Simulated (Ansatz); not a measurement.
# SiGeHO (doublet): the correlation ladder at a displaced geometry (v2), cc-pVDZ

How much of the correlation energy of SiGeHO (doublet) does each wave-function method recover here?

Program: Ansatz 0.2.0, Gaussian basis. Level of theory: cc-pVDZ, core rule «outside noble gas», up to 20 orbitals frozen. These are calculated values, not measurements.

To be run: UHF; CCSD(T) on ROHF; CCSD(T) on UHF; BCCD(T) on ROHF; CISD; CCSDT(Q) on ROHF; CCSDT(Q) on UHF; CASSCF and MRCISD+Q, 9 electrons in 9 orbitals; CASSCF and NEVPT2, 9 electrons in 9 orbitals.

30 further runs of the same task are left out: 19 that didn't finish, 11 set aside as unsound or not needed.

### 1 The system

The geometry is a PBE0/def2-TZVP stationary point (not a proven minimum) with its atoms shifted at random (size 0.100 Å). No spin-orbit coupling is included. The filled d shell of Ge may be among the frozen orbitals whatever the setting's name suggests; the logs give the count.

4 atoms, charge 0, spin multiplicity 2.

Atoms are counted from 1 here; the program's logs count them from 0.

Bond lengths: O1–Ge2 2.083 Å, O1–Si3 1.571 Å, Ge2–Si3 2.374 Å, Ge2–H4 1.638 Å. Angles: Ge2–O1–Si3 79.7°, O1–Ge2–Si3 40.6°, O1–Ge2–H4 90.1°, Si3–Ge2–H4 130.7°, O1–Si3–Ge2 59.7°.

In the tables R marks a restricted open-shell determinant and U an unrestricted one; 'frontier' is the active space of 9 electrons in 9 orbitals; energies count from the table's Hartree-Fock row.

### 2 UHF

in.yaml

```yaml
crystal:
  periodic: [false, false, false]
  atoms:
    - {symbol: O, position_ang: [0.122823, -1.066781, -0.921082]}
    - {symbol: Ge, position_ang: [-0.042051, 0.112959, 0.787102]}
    - {symbol: Si, position_ang: [0.034569, 0.359314, -1.573027]}
    - {symbol: H, position_ang: [0.117678, -1.219294, 1.727198]}
basis:
  gaussian: {orbitals: cc-pVDZ}
magnetization: {spin_polarized: true, initial_magnetization: 1}
hamiltonian: {xc: hf}
output: {orbitals: {seedname: orbitals}}
```

The run is started by

```sh
$ ansatz run in.yaml --threads 1 --pin off --events-out ev --progress --plain --max-ram 2393MiB
```

Standard output:

```text
Functional definition: HF
  name "HF"
  cite "Fock, Z. Phys. 61, 126 (1930) doi:10.1007/BF01340294"
  parent pbe
  exchange = exact_x
  correlation = 0
683 factors; integrals over basis functions are off by at most 1.3e-3 eV
mean field evaluation 1: about -66382.2903 eV, gradient 2.9e1 eV
mean field evaluation 2: about -66382.3194 eV, gradient 2.9e1 eV
mean field evaluation 4: about -66386.1934 eV, gradient 2.1e0 eV
mean field evaluation 8: about -66386.3514 eV, gradient 3.9e-1 eV
mean field evaluation 16: about -66386.3738 eV, gradient 1.8e-5 eV
mean field evaluation 32: about -66385.8706 eV, gradient 2.5e0 eV
mean field evaluation 64: about -66383.8818 eV, gradient 7.0e0 eV
mean field evaluation 96: about -66385.1970 eV, gradient 5.7e-1 eV
mean field evaluation 128: about -66386.3708 eV, gradient 9.2e-2 eV
mean field evaluation 160: about -66374.2946 eV, gradient 1.1e1 eV
mean field -66386.37384160 eV, -2439.6542403785 hartree, gradient 1.8e-5 eV, S^2 0.808424; 3 other end points of the search recorded, 0 dependent functions left out
reference -66386.37384160 eV, -2439.6542403785 hartree; 28, 27 occupied and 36, 37 virtual orbitals, 683 factors
Total energy: -66386.37384160 eV, -2439.6542403785 hartree
```

It took 15 s on 1 thread of AMD EPYC, shared host.

From the report: ⟨S²⟩ of the determinant 0.808 (pure doublet: 0.75).

### 3 CCSD(T) on ROHF

in.yaml, as its differences from that of step 2:

```diff
@@ -9,4 +9,3 @@
   gaussian: {orbitals: cc-pVDZ}
-magnetization: {spin_polarized: true, initial_magnetization: 1}
-hamiltonian: {xc: hf}
-output: {orbitals: {seedname: orbitals}}
+magnetization: {spin_polarized: false, initial_magnetization: 1}
+correlation: {method: ccsd_t, electrons: outside_noble_gas}
```

Launched as before.

Standard output, cut to the lines that bear on the results:

```text
Functional definition: HF
  name "HF"
  cite "Fock, Z. Phys. 61, 126 (1930) doi:10.1007/BF01340294"
  parent pbe
[...]
683 factors; integrals over basis functions are off by at most 1.3e-3 eV
[...]
mean field -66386.24524272 eV, -2439.6495144567 hartree, gradient 8.5e-6 eV, S^2 0.750000; 6 other end points of the search recorded, 0 dependent functions left out
[...]
determinant -66386.24524272 eV, -2439.6495144567 hartree, with singles and doubles -66396.41893860 eV, -2440.0233908843 hartree
determinant -66384.99049569 eV, -2439.6034033539 hartree, with singles and doubles -66395.21033871 eV, -2439.9789756577 hartree
determinant -66382.82336419 eV, -2439.5237627403 hartree, with singles and doubles -66393.33113491 eV, -2439.9099161916 hartree
20 core orbitals not correlated: weight in the atoms' cores, before any rotation towards them, 0.997 or more for the frozen orbitals, at most 0.002 for the correlated occupied ones
reference -66386.24524272 eV, -2439.6495144567 hartree; 8, 7 occupied and 36, 37 virtual orbitals, 683 factors
second order -9.48577427 eV of doubles, -0.05758002 eV of singles
cycle   1  -10.17368017 eV  change    1.6e-5 eV  update   2.8e-3
[...]
cycle  12  -10.17489994 eV  change    1.5e-5 eV  update   6.6e-6
perturbative correction -0.43597234 eV, -0.0160216880 hartree
Total energy: -66396.85611500 eV, -2440.0394568208 hartree
```

Run time: 33 s. Hardware: 1 thread of AMD EPYC, shared host.

From the report: correlation -10.6109 eV; T1 0.030; largest double amplitude 0.09.

### 4 CCSD(T) on UHF

in.yaml, as its differences from that of step 3:

```diff
@@ -9,3 +9,3 @@
   gaussian: {orbitals: cc-pVDZ}
-magnetization: {spin_polarized: false, initial_magnetization: 1}
+magnetization: {spin_polarized: true, initial_magnetization: 1}
 correlation: {method: ccsd_t, electrons: outside_noble_gas}
```

Launched as before.

Standard output, cut to the lines that bear on the results:

```text
Functional definition: HF
  name "HF"
  cite "Fock, Z. Phys. 61, 126 (1930) doi:10.1007/BF01340294"
  parent pbe
[...]
683 factors; integrals over basis functions are off by at most 1.3e-3 eV
[...]
mean field -66386.37384160 eV, -2439.6542403785 hartree, gradient 9.0e-6 eV, S^2 0.808424; 12 other end points of the search recorded, 0 dependent functions left out
determinant -66386.37384160 eV, -2439.6542403785 hartree, with singles and doubles -66396.42114763 eV, -2440.0234720648 hartree
determinant -66385.20948621 eV, -2439.6114511072 hartree, with singles and doubles -66395.21485067 eV, -2439.9791414689 hartree
determinant -66384.33202242 eV, -2439.5792049076 hartree, with singles and doubles -66394.64328755 eV, -2439.9581369119 hartree
determinant -66383.79962435 eV, -2439.5596396395 hartree, with singles and doubles -66393.37177942 eV, -2439.9114098500 hartree
determinant -66383.51924943 eV, -2439.5493360509 hartree, with singles and doubles -66393.22963166 eV, -2439.9061860161 hartree
determinant -66383.48969865 eV, -2439.5482500800 hartree, with singles and doubles -66393.08589942 eV, -2439.9009039538 hartree
20 core orbitals not correlated: weight in the atoms' cores, before any rotation towards them, 0.997 or more for the frozen orbitals, at most 0.002 for the correlated occupied ones
reference -66386.37384160 eV, -2439.6542403785 hartree; 8, 7 occupied and 36, 37 virtual orbitals, 683 factors
second order -9.37762648 eV of doubles, -0.00000000 eV of singles
cycle   1  -10.04886331 eV  change   -1.6e-3 eV  update   3.7e-3
[...]
cycle  11  -10.05135094 eV  change   -1.2e-5 eV  update   5.6e-6
perturbative correction -0.43087826 eV, -0.0158344840 hartree
Total energy: -66396.85607081 eV, -2440.0394551967 hartree
```

Run time: 58 s. Hardware: 1 thread of AMD EPYC, shared host.

From the report: ⟨S²⟩ of the determinant 0.808 (pure doublet: 0.75); correlation -10.4822 eV; T1 0.031; largest double amplitude 0.08.

### 5 BCCD(T) on ROHF

in.yaml, as its differences from that of step 4:

```diff
@@ -9,3 +9,3 @@
   gaussian: {orbitals: cc-pVDZ}
-magnetization: {spin_polarized: true, initial_magnetization: 1}
-correlation: {method: ccsd_t, electrons: outside_noble_gas}
+magnetization: {spin_polarized: false, initial_magnetization: 1}
+correlation: {method: bccd_t, electrons: outside_noble_gas}
```

Launched as before.

Standard output, cut to the lines that bear on the results:

```text
Functional definition: HF
  name "HF"
  cite "Fock, Z. Phys. 61, 126 (1930) doi:10.1007/BF01340294"
  parent pbe
[...]
683 factors; integrals over basis functions are off by at most 1.3e-3 eV
[...]
mean field -66386.24524272 eV, -2439.6495144567 hartree, gradient 8.5e-6 eV, S^2 0.750000; 6 other end points of the search recorded, 0 dependent functions left out
[...]
determinant -66386.24524272 eV, -2439.6495144567 hartree, with singles and doubles -66396.41893860 eV, -2440.0233908843 hartree
determinant -66384.99049569 eV, -2439.6034033539 hartree, with singles and doubles -66395.21033871 eV, -2439.9789756577 hartree
determinant -66382.82336419 eV, -2439.5237627403 hartree, with singles and doubles -66393.33113491 eV, -2439.9099161916 hartree
20 core orbitals not correlated: weight in the atoms' cores, before any rotation towards them, 0.997 or more for the frozen orbitals, at most 0.002 for the correlated occupied ones
reference -66386.24524272 eV, -2439.6495144567 hartree; 8, 7 occupied and 36, 37 virtual orbitals, 683 factors
second order -9.48577427 eV of doubles, -0.05758002 eV of singles
cycle   1  -10.10892854 eV  change    6.5e-2 eV  update   2.5e-2
[...]
cycle  14  -10.12643414 eV  change   -8.0e-7 eV  update   1.3e-5
perturbative correction -0.49250389 eV, -0.0180991842 hartree
Total energy: -66396.86418075 eV, -2440.0397532315 hartree
```

Wall time 38 s (1 thread of AMD EPYC, shared host).

From the report: correlation -10.6189 eV; largest double amplitude 0.08.

### 6 CISD

in.yaml, as its differences from that of step 5:

```diff
@@ -10,2 +10,2 @@
 magnetization: {spin_polarized: false, initial_magnetization: 1}
-correlation: {method: bccd_t, electrons: outside_noble_gas}
+correlation: {active_space: {ras: {orbitals: [7, 1, 36], electrons: 15, max_holes: 2, max_particles: 2}, fixed_orbitals: true}}
```

Same command.

Standard output:

```text
Functional definition: HF
  name "HF"
  cite "Fock, Z. Phys. 61, 126 (1930) doi:10.1007/BF01340294"
  parent pbe
  exchange = exact_x
  correlation = 0
683 factors; integrals over basis functions are off by at most 1.3e-3 eV
mean field evaluation 1: about -66382.2170 eV, gradient 4.1e1 eV
mean field evaluation 2: about -66382.2460 eV, gradient 4.1e1 eV
mean field evaluation 4: about -66386.1090 eV, gradient 3.2e0 eV
mean field evaluation 8: about -66386.2413 eV, gradient 3.4e-1 eV
mean field evaluation 16: about -66385.2992 eV, gradient 5.0e0 eV
mean field evaluation 32: about -66385.9132 eV, gradient 5.1e0 eV
mean field -66386.24524272 eV, -2439.6495144567 hartree, gradient 8.5e-6 eV, S^2 0.750000; 4 other end points of the search recorded, 0 dependent functions left out
reference -66386.24524272 eV, -2439.6495144567 hartree; 28, 27 occupied and 36, 37 virtual orbitals, 683 factors
state -66395.21309381 eV, -2439.9790769057 hartree
Total energy: -66395.21309381 eV, -2439.9790769057 hartree
```

Run time: 28 s. Hardware: 1 thread of AMD EPYC, shared host.

From the report: 164,852 determinants.

### 7 CCSDT(Q) on ROHF

in.yaml, as its differences from that of step 6:

```diff
@@ -10,2 +10,2 @@
 magnetization: {spin_polarized: false, initial_magnetization: 1}
-correlation: {active_space: {ras: {orbitals: [7, 1, 36], electrons: 15, max_holes: 2, max_particles: 2}, fixed_orbitals: true}}
+correlation: {method: ccsdt_q, electrons: outside_noble_gas}
```

Same command.

Standard output, cut to the lines that bear on the results:

```text
Functional definition: HF
  name "HF"
  cite "Fock, Z. Phys. 61, 126 (1930) doi:10.1007/BF01340294"
  parent pbe
[...]
1254 factors; integrals over basis functions are off by at most 2.3e-7 eV
[...]
mean field -66386.24554314 eV, -2439.6495254969 hartree, gradient 9.5e-6 eV, S^2 0.750000; 6 other end points of the search recorded, 0 dependent functions left out
[...]
determinant -66386.24554314 eV, -2439.6495254969 hartree, with singles and doubles -66396.41924759 eV, -2440.0234022394 hartree
determinant -66384.99078308 eV, -2439.6034139153 hartree, with singles and doubles -66395.21064247 eV, -2439.9789868205 hartree
determinant -66382.82366322 eV, -2439.5237737293 hartree, with singles and doubles -66393.33140738 eV, -2439.9099262050 hartree
20 core orbitals not correlated: weight in the atoms' cores, before any rotation towards them, 0.997 or more for the frozen orbitals, at most 0.002 for the correlated occupied ones
reference -66386.24554314 eV, -2439.6495254969 hartree; 8, 7 occupied and 36, 37 virtual orbitals, 1254 factors
second order -9.48580517 eV of doubles, -0.05758001 eV of singles
cycle   1  -9.57916105 eV  change   -3.4e-2 eV  update   1.5e-1
[...]
cycle  24  -10.64977142 eV  change    1.7e-7 eV  update   1.6e-6
perturbative correction -0.04281270 eV, -0.0015733378 hartree
Total energy: -66396.93812726 eV, -2440.0424707156 hartree
```

It took 9.6 min on 1 thread of AMD EPYC, shared host; peak memory 1.2 GiB.

From the report: correlation -10.6926 eV; T1 0.032; largest double amplitude 0.11.

### 8 CCSDT(Q) on UHF

in.yaml, as its differences from that of step 7:

```diff
@@ -9,3 +9,3 @@
   gaussian: {orbitals: cc-pVDZ}
-magnetization: {spin_polarized: false, initial_magnetization: 1}
+magnetization: {spin_polarized: true, initial_magnetization: 1}
 correlation: {method: ccsdt_q, electrons: outside_noble_gas}
```

The command is unchanged.

Standard output, cut to the lines that bear on the results:

```text
Functional definition: HF
  name "HF"
  cite "Fock, Z. Phys. 61, 126 (1930) doi:10.1007/BF01340294"
  parent pbe
[...]
1254 factors; integrals over basis functions are off by at most 2.3e-7 eV
[...]
mean field -66386.37414181 eV, -2439.6542514111 hartree, gradient 2.8e-6 eV, S^2 0.808424; 12 other end points of the search recorded, 0 dependent functions left out
determinant -66386.37414181 eV, -2439.6542514111 hartree, with singles and doubles -66396.42145617 eV, -2440.0234834032 hartree
determinant -66385.20977398 eV, -2439.6114616825 hartree, with singles and doubles -66395.21515502 eV, -2439.9791526537 hartree
determinant -66384.33232050 eV, -2439.5792158618 hartree, with singles and doubles -66394.64357975 eV, -2439.9581476499 hartree
determinant -66383.79993249 eV, -2439.5596509634 hartree, with singles and doubles -66393.37209618 eV, -2439.9114214905 hartree
determinant -66383.51956163 eV, -2439.5493475242 hartree, with singles and doubles -66393.22993743 eV, -2439.9061972530 hartree
determinant -66383.49002067 eV, -2439.5482619139 hartree, with singles and doubles -66393.08625403 eV, -2439.9009169852 hartree
20 core orbitals not correlated: weight in the atoms' cores, before any rotation towards them, 0.997 or more for the frozen orbitals, at most 0.002 for the correlated occupied ones
reference -66386.37414181 eV, -2439.6542514111 hartree; 8, 7 occupied and 36, 37 virtual orbitals, 1254 factors
second order -9.37765772 eV of doubles, -0.00000000 eV of singles
cycle   1  -9.43947496 eV  change   -6.2e-2 eV  update   1.5e-1
[...]
cycle  25  -10.52327968 eV  change   -4.2e-7 eV  update   1.4e-6
perturbative correction -0.05326050 eV, -0.0019572874 hartree
Total energy: -66396.95068200 eV, -2440.0429320939 hartree
```

Wall time 9.2 min (1 thread of AMD EPYC, shared host); peak memory 0.95 GiB.

From the report: ⟨S²⟩ of the determinant 0.808 (pure doublet: 0.75); correlation -10.5765 eV; T1 0.034; largest double amplitude 0.10.

### 9 CASSCF and MRCISD+Q, 9 electrons in 9 orbitals

in.yaml, as its differences from that of step 8:

```diff
@@ -9,3 +9,3 @@
   gaussian: {orbitals: cc-pVDZ}
-magnetization: {spin_polarized: true, initial_magnetization: 1}
-correlation: {method: ccsdt_q, electrons: outside_noble_gas}
+magnetization: {spin_polarized: false, initial_magnetization: 1}
+correlation: {method: fic_mrcisd_q, electrons: outside_noble_gas, active_space: {window: {electrons: 9, orbitals: 9}}}
```

The command is unchanged.

Standard output, cut to the lines that bear on the results:

```text
Functional definition: HF
  name "HF"
  cite "Fock, Z. Phys. 61, 126 (1930) doi:10.1007/BF01340294"
  parent pbe
[...]
683 factors; integrals over basis functions are off by at most 1.3e-3 eV
[...]
mean field -66386.24524272 eV, -2439.6495144567 hartree, gradient 8.5e-6 eV, S^2 0.750000; 4 other end points of the search recorded, 0 dependent functions left out
reference -66386.24524272 eV, -2439.6495144567 hartree; 28, 27 occupied and 36, 37 virtual orbitals, 683 factors
state -66389.74000003 eV, -2439.7779444192 hartree
contracted CI cycle   1: correlation 0.00000000 eV, 0.0000000000 hartree, residual 2.37e1 eV
contracted CI cycle   2: correlation -5.95157497 eV, -0.2187163459 hartree, residual 4.66e0 eV
contracted CI cycle   3: correlation -6.26855634 eV, -0.2303651964 hartree, residual 1.67e0 eV
contracted CI cycle   4: correlation -6.31271897 eV, -0.2319881431 hartree, residual 7.49e-1 eV
contracted CI cycle   5: correlation -6.32083113 eV, -0.2322862596 hartree, residual 3.34e-1 eV
contracted CI cycle   6: correlation -6.32241842 eV, -0.2323445915 hartree, residual 1.50e-1 eV
contracted CI cycle   7: correlation -6.32274249 eV, -0.2323565006 hartree, residual 6.40e-2 eV
contracted CI cycle   8: correlation -6.32280413 eV, -0.2323587659 hartree, residual 2.70e-2 eV
contracted CI cycle   9: correlation -6.32281532 eV, -0.2323591771 hartree, residual 1.25e-2 eV
contracted CI cycle  10: correlation -6.32281753 eV, -0.2323592586 hartree, residual 5.34e-3 eV
contracted CI cycle  11: correlation -6.32281794 eV, -0.2323592734 hartree, residual 2.23e-3 eV
contracted CI cycle  12: correlation -6.32281801 eV, -0.2323592760 hartree, residual 8.80e-4 eV
state -66389.74000003 eV, -2439.7779444192 hartree; corrected -66396.77673834 eV, -2440.0365397823 hartree
Total energy: -66396.77673834 eV, -2440.0365397823 hartree
```

Wall time 49 s (1 thread of AMD EPYC, shared host); peak memory 0.5 GiB.

From the report: 15,876 determinants; active occupations 1.97, 1.96, 1.96, 1.96, 1.00, 0.04, 0.03, 0.03, 0.03.

### 10 CASSCF and NEVPT2, 9 electrons in 9 orbitals

in.yaml, as its differences from that of step 9:

```diff
@@ -10,2 +10,2 @@
 magnetization: {spin_polarized: false, initial_magnetization: 1}
-correlation: {method: fic_mrcisd_q, electrons: outside_noble_gas, active_space: {window: {electrons: 9, orbitals: 9}}}
+correlation: {method: sc_nevpt2, electrons: outside_noble_gas, active_space: {window: {electrons: 9, orbitals: 9}}}
```

Launched as before.

Standard output:

```text
Functional definition: HF
  name "HF"
  cite "Fock, Z. Phys. 61, 126 (1930) doi:10.1007/BF01340294"
  parent pbe
  exchange = exact_x
  correlation = 0
683 factors; integrals over basis functions are off by at most 1.3e-3 eV
mean field evaluation 1: about -66382.2170 eV, gradient 4.1e1 eV
mean field evaluation 2: about -66382.2460 eV, gradient 4.1e1 eV
mean field evaluation 4: about -66386.1090 eV, gradient 3.2e0 eV
mean field evaluation 8: about -66386.2413 eV, gradient 3.4e-1 eV
mean field evaluation 16: about -66385.2992 eV, gradient 5.0e0 eV
mean field evaluation 32: about -66385.9132 eV, gradient 5.1e0 eV
mean field -66386.24524272 eV, -2439.6495144567 hartree, gradient 8.5e-6 eV, S^2 0.750000; 4 other end points of the search recorded, 0 dependent functions left out
reference -66386.24524272 eV, -2439.6495144567 hartree; 28, 27 occupied and 36, 37 virtual orbitals, 683 factors
state -66389.74000003 eV, -2439.7779444192 hartree
state -66389.74000003 eV, -2439.7779444192 hartree; corrected -66395.07423977 eV, -2439.9739741137 hartree
Total energy: -66395.07423977 eV, -2439.9739741137 hartree
```

Wall time 34 s (1 thread of AMD EPYC, shared host).

From the report: 15,876 determinants; active occupations 1.97, 1.96, 1.96, 1.96, 1.00, 0.04, 0.03, 0.03, 0.03.

### 11 Misses and costs

The yardstick is UCCSDT(Q), where the cluster series has nearly closed. Rows without a time come out of other runs: HF, MP2 and CCSD of CCSD(T), CCSDT of CCSDT(Q), CASSCF and MRCISD of the multireference runs.

Differences are taken before rounding.

```tsv
method	energy from the lowest RHF (kJ/mol)	from UCCSDT(Q) (kJ/mol)	time
RHF	0.0	+1032.9	
UHF	-12.4	+1020.5	
RMP2	-920.8	+112.1	
UMP2	-917.2	+115.7	
RCCSD	-981.7	+51.2	
UCCSD	-982.2	+50.7	
RCCSD(T)	-1023.8	+9.1	33 s
UCCSD(T)	-1023.8	+9.1	58 s
BCCD(T)	-1024.6	+8.3	38 s
RCCSDT	-1027.6	+5.3	
UCCSDT	-1027.8	+5.1	
RCCSDT(Q)	-1031.7	+1.2	9.6 min
UCCSDT(Q)	-1032.9	0	9.2 min
CASSCF frontier	-337.2	+695.7	
NEVPT2 frontier	-851.9	+181.0	34 s
MRCISD frontier	-947.3	+85.7	
MRCISD+Q frontier	-1016.1	+16.8	49 s
```

Among the levels timed on like hardware and quicker than the yardstick, those that no quicker one beats, quickest first: RCCSD(T) (33 s, +9.1 kJ/mol); BCCD(T) (38 s, +8.3 kJ/mol).

Not comparable, so not listed: CISD (they don't share determinant, frozen orbitals or solution with the rows shown, or repeat one).

### 12 Outcome

| quantity | value |
| --- | --- |
| UCCSDT(Q) below the RHF energy | -10.7054 eV |
| RMP2 from UCCSDT(Q) | +112.1 kJ/mol |
| UMP2 from UCCSDT(Q) | +115.7 kJ/mol |
| RCCSD from UCCSDT(Q) | +51.2 kJ/mol |
| RCCSD(T) from UCCSDT(Q) | +9.1 kJ/mol |
| UCCSD(T) from UCCSDT(Q) | +9.1 kJ/mol |
| RCCSDT(Q) from UCCSDT(Q) | +1.2 kJ/mol |
| NEVPT2 frontier from UCCSDT(Q) | +181.0 kJ/mol |
| MRCISD+Q frontier from UCCSDT(Q) | +16.8 kJ/mol |
| levels within 1 kcal/mol (43 meV) | RCCSDT(Q) |
| T1 diagnostic | 0.030 |

What this shows: RCCSD(T) misses by +9.1 kJ/mol, 0.9 % of the correlation energy. Of the multireference levels listed MRCISD+Q frontier comes nearest in total energy (+16.8 kJ/mol), which doesn't show that its space is the better one. These misses are within one basis, not against nature; the frozen cores of restricted and unrestricted runs differ, which can shift their rows.

For cost: BCCD(T) gets within 8.3 kJ/mol in 38 s, where UCCSDT(Q) took 9.2 min; the quickest level in the cost chart, RCCSD(T), takes 33 s and misses by 9.1 kJ/mol.
